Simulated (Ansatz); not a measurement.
This script makes a ranking of polymorphs by energy of 2 structures of Ti3In with Ansatz 0.2.0, Python API.

`ti3in.py`
```python
"""Relative energies of Ti3In phases, after relaxing cells and atoms."""

import ansatz as az
import numpy as np
import spglib


def ground_state(name, crystal):
    calc = (
        crystal.calculation()
        .functional("r2scan")
        .scf(tolerance=1e-08)
        .basis(600)
        .kpoints(spacing=0.33)
        .occupations("fermi_dirac", width=0.1)
        .stress()
        .band_table()
    )
    calc = calc.relax(force_tolerance=0.03, max_steps=60, cell=True)
    return calc.run()


def space_group(outcome):
    sites = outcome.report["lattice"]["sites"]
    kinds = sorted({site["symbol"] for site in sites})
    cell = (outcome.lattice.cell_ang, [site["position_frac"] for site in sites], [kinds.index(site["symbol"]) for site in sites])
    return spglib.get_spacegroup(cell, symprec=0.01)


def volume_per_atom(outcome):
    return abs(np.linalg.det(outcome.lattice.cell_ang)) / len(outcome.lattice.sites)

phases = {}
fm_3m = (
    az.Lattice.fcc(6.642116)
    .space_group(225)
    .atom("Ti", [0.25, 0.25, 0.75])
    .atom("Ti", [0.0, 0.0, 0.0])
    .atom("In", [0.5, 0.0, 0.0])
    .primitive()
)
phases["Fm-3m"] = fm_3m
pm_3m = (
    az.Lattice.cubic(4.156228)
    .space_group(221)
    .atom("Ti", [0.0, 0.5, 0.5])
    .atom("In", [0.0, 0.0, 0.0])
)
phases["Pm-3m"] = pm_3m

done = {name: ground_state(name, crystal) for name, crystal in phases.items()}

energy = {name: o.report["energy_sigma0_ev"] / len(o.lattice.sites) for name, o in done.items()}
lowest = min(energy.values())
rows = [(name, len(o.lattice.sites), 1000 * (energy[name] - lowest), space_group(o), volume_per_atom(o)) for name, o in done.items()]
rows.sort(key=lambda row: row[2])
print("     phase       atoms  dE (meV/atom)  space group  V (A^3/atom)")
for row in rows:
    print(f"{str(row[0]):>10}  {row[1]:10d}  {row[2]:13.1f}  {str(row[3]):>11}  {row[4]:12.3f}")
```

Which of these structures comes out lowest, and how far apart are they?

By space group at the end of each run: Pm-3m (+0 meV an atom, 17.9 Å³) and Fm-3m (+120 meV an atom, 18.0 Å³).

What the script printed:

Output of `python ti3in.py`:
```text
DeckWarning: relax.cell: scf.convergence.dr2_threshold = 1e-8 eV is looser than the 4e-10 eV advised for a relaxation that steers and ends on the stress (1e-10 eV for each atom of the cell: 4). What [...]
     phase       atoms  dE (meV/atom)  space group  V (A^3/atom)
     Pm-3m           4            0.0  Pm-3m (221)        17.949
     Fm-3m           4          120.1  Fm-3m (225)        17.973
```
(Warnings from the package without file and line, shortened.)

Notes:
- No spin polarisation was allowed.
- For the metals among these phases the mesh is modest: differences between phases can be off by up to 40 meV an atom.
- The cells come from databases of deposited and of computed structures, and not all need be stable phases.
- The ranking holds among these structures alone, at zero temperature; the ground state may be another structure. Differences under about 40 meV an atom lie within the error of mesh and functional.
- Timing: 39 s on 1 thread of Arm Neoverse V1, on a shared host, peak memory 0.73 GiB.

(Lines on the test bed's own set-up are left out of the output.)
